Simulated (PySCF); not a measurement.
# The bond of RbSi, level by level

One table from this session's results is given with a row withheld; the runs are named, their logs left out.

Computed with PySCF 2.14.0. Level: Rb def2-SVPD with ECP28, Si def2-SVPD, scalar-relativistic core potentials.

The first run:

The job is set up so:

```json
{"atoms": "Rb, Si", "charge": "0", "basis": "Rb def2-SVPD with ECP28, Si def2-SVPD", "Hamiltonian": "scalar-relativistic core potentials", "basis functions": "51", "electrons treated": "23", "masses in u": "84.9118, 27.9769", "levels": "PBE0, PBE, r²SCAN, M06-L, r²SCANh, TPSS, CAM-B3LYP, HF, MP2, SCS-MP2, CCSD, CCSD(T)", "grid": "80 radial by 434 angular points", "occupations": "held fixed by the projection of orbital angular momentum", "dissociation limit": "Rb + Si, each in its ground configuration", "starting distance in angstrom": "3.175", "values of 2S to try": "1, 3"}
```

Command:

```
$ OMP_NUM_THREADS=1 python dia.py task.json out
```

Among the steps run: Input; PBE0 along the bond; Excited determinants; PBE (GGA); r²SCAN (meta-GGA); M06-L (meta-GGA); r²SCANh (hybrid meta-GGA); TPSS; CAM-B3LYP (range-separated hybrid); UHF (mean field); Adding correlation.

One table of the session follows, with a row left open; its other results are not shown here.

Energy (eV) from each level's lowest point:

```
R (Å)    UHF  UHF-MP2  UHF-SCS-MP2  UHF-CCSD  UHF-CCSD(T)
2.772  0.541    0.429        0.443       n/a          n/a
2.901  0.274    0.200        0.209     0.206        0.204
3.030  0.113    0.069        0.074     0.073        0.072
3.126  0.043    0.019        0.021     0.021        0.020
3.223  0.008    0.000        0.000     0.000        0.000
3.320  0.000    0.005        0.004     0.004        0.004
3.449      ?        ?            ?         ?            ?
3.610  0.080    0.116        0.111     0.109        0.109
3.803  0.185    0.235        0.228     0.225        0.224
4.061  0.352    0.417        0.408       n/a          n/a
```

Q: Estimate the row for R (Å) = 3.449 from the others.

Worked estimate for «UHF». A straight line through the neighbours (3.320, 0.000) and (3.610, 0.080) gives 0.000 + (0.080 − 0.000) × (3.449 − 3.320) / (3.610 − 3.320) = 0.036; a parabola fitted to 4 rows on both sides gives 0.023.

As computed: UHF: 0.020; UHF-MP2: 0.041; UHF-SCS-MP2: 0.037; UHF-CCSD: 0.036; UHF-CCSD(T): 0.037. In «UHF» the line misses by +0.016 and the parabola by +0.003.
